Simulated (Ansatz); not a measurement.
# C₂H₆B₂O: one species, many methods

One table from this session's results is given with a row withheld; the runs are named, their logs left out.

Program: Ansatz 0.2.0, Gaussian basis. Level of theory: functionals in def2-TZVPP, the program's frozen cores in correlated methods. These are calculated values, not measurements.

Levels to be run: LDA (SPW92), PBE-D4, revPBE-D4, BLYP-D4, r2SCAN-D4, B97M-V, PBE0-D4, B3LYP-D4, r2SCANh-D4, r2SCAN0-D4, HSE06-D4, BHLYP-D4, CAM-B3LYP-D4, LC-ωPBE, ωB97X-V, ωB97M-V, B2PLYP, PBE-QIDH; CCSD(T)/def2-SVP; CCSD(T)/def2-TZVPP; MP2/def2-QZVPP; extrapolation to the limit; RPA on PBE.

## The geometry

An earlier PBE0-D4 in a triple-zeta def2 set relaxation fixed the geometry.

SMILES `BC(=C)BO`, 11 atoms, charge 0, spin multiplicity 1.

Atoms are counted from 1 here; the program's logs count them from 0.

Bond lengths: B1–C2 1.539 Å, B1–H6 1.204 Å, B1–H7 1.198 Å, C2–C3 1.348 Å, C2–B4 1.565 Å, C3–H8 1.089 Å, C3–H9 1.088 Å, B4–O5 1.351 Å, B4–H10 1.201 Å, O5–H11 0.964 Å. Angles: C2–B1–H6 121.7°, C2–B1–H7 120.7°, H6–B1–H7 117.7°, B1–C2–C3 117.9°, B1–C2–B4 123.7°, C3–C2–B4 118.4°, C2–C3–H8 121.9°, C2–C3–H9 122.0°, H8–C3–H9 116.2°, C2–B4–O5 122.0°, C2–B4–H10 121.6°, O5–B4–H10 116.5°, B4–O5–H11 112.1°.

As a file:

```xyz
11

B    -1.4818   -0.0518   -0.0134
C     0.0312   -0.1066    0.2638
C     0.4353   -0.5598    1.4670
B     1.1202    0.3333   -0.7699
O     0.7956    0.8004   -1.9951
H    -1.9182    0.3425   -1.0644
H    -2.2682   -0.4039    0.8185
H     1.4898   -0.6258    1.7326
H    -0.2724   -0.8805    2.2290
H     2.2920    0.2727   -0.5132
H    -0.1584    0.8227   -2.1344
```

Set-up of the first run:

in.yaml

```yaml
crystal:
  periodic: [false, false, false]
  atoms:
    - {symbol: B, position_ang: [-1.481809, -0.051845, -0.013411]}
    - {symbol: C, position_ang: [0.031210, -0.106650, 0.263784]}
    - {symbol: C, position_ang: [0.435323, -0.559813, 1.467043]}
    - {symbol: B, position_ang: [1.120237, 0.333271, -0.769861]}
    - {symbol: O, position_ang: [0.795634, 0.800422, -1.995096]}
    - {symbol: H, position_ang: [-1.918191, 0.342478, -1.064359]}
    - {symbol: H, position_ang: [-2.268163, -0.403910, 0.818497]}
    - {symbol: H, position_ang: [1.489830, -0.625804, 1.732557]}
    - {symbol: H, position_ang: [-0.272378, -0.880536, 2.229003]}
    - {symbol: H, position_ang: [2.292011, 0.272681, -0.513239]}
    - {symbol: H, position_ang: [-0.158404, 0.822705, -2.134417]}
basis:
  gaussian: {orbitals: def2-TZVPP}
hamiltonian: {xc: lda}
output: {orbitals: {seedname: orbitals}}
```

Launch:

```sh
$ ansatz run in.yaml --threads 2 --pin off --events-out ev --progress --plain --max-ram 4352MiB
```

Among the steps run: LDA; PBE-D4 (GGA); revPBE-D4 (GGA); BLYP-D4 (GGA); r2SCAN-D4 (meta-GGA); B97M-V (meta-GGA); PBE0-D4 (hybrid); B3LYP-D4 (hybrid); r2SCANh-D4 (hybrid); r2SCAN0-D4 (hybrid); HSE06-D4 (hybrid); BHLYP-D4 (hybrid); CAM-B3LYP-D4 (range-separated); LC-ωPBE (range-separated); ωB97X-V (range-separated); ωB97M-V (range-separated); B2PLYP (double hybrid); PBE-QIDH (double hybrid).

One table of the session follows, with a row left open; its other results are not shown here.

It belongs to the step «Orbital energies across the functionals». 

```
  functional  HOMO (eV)  LUMO (eV)  gap (eV)
 LDA (SPW92)      -7.07      -3.73      3.34
      PBE-D4      -6.98      -3.44      3.54
   revPBE-D4      -6.93      -3.33      3.60
     BLYP-D4      -6.91      -3.26      3.65
   r2SCAN-D4      -7.24      -3.19      4.05
      B97M-V      -7.38      -3.19      4.18
     PBE0-D4      -8.36      -2.44      5.92
    B3LYP-D4      -8.18      -2.64      5.54
  r2SCANh-D4      -7.76      -2.84      4.92
  r2SCAN0-D4      -8.53      -2.31      6.23
    HSE06-D4      -7.96      -2.83      5.13
    BHLYP-D4      -9.58      -1.33      8.25
CAM-B3LYP-D4      -9.81      -1.30      8.50
     LC-ωPBE     -11.12      -0.15     10.97
     ωB97X-V     -10.78      -0.22     10.57
     ωB97M-V          ?          ?         ?
```

Q: Estimate the row for ωB97M-V from the others.

As computed: HOMO (eV): -10.65; LUMO (eV): -0.39; gap (eV): 10.26. In the column «HOMO (eV)» it lies between ωB97X-V (-10.78) and CAM-B3LYP-D4 (-9.81).
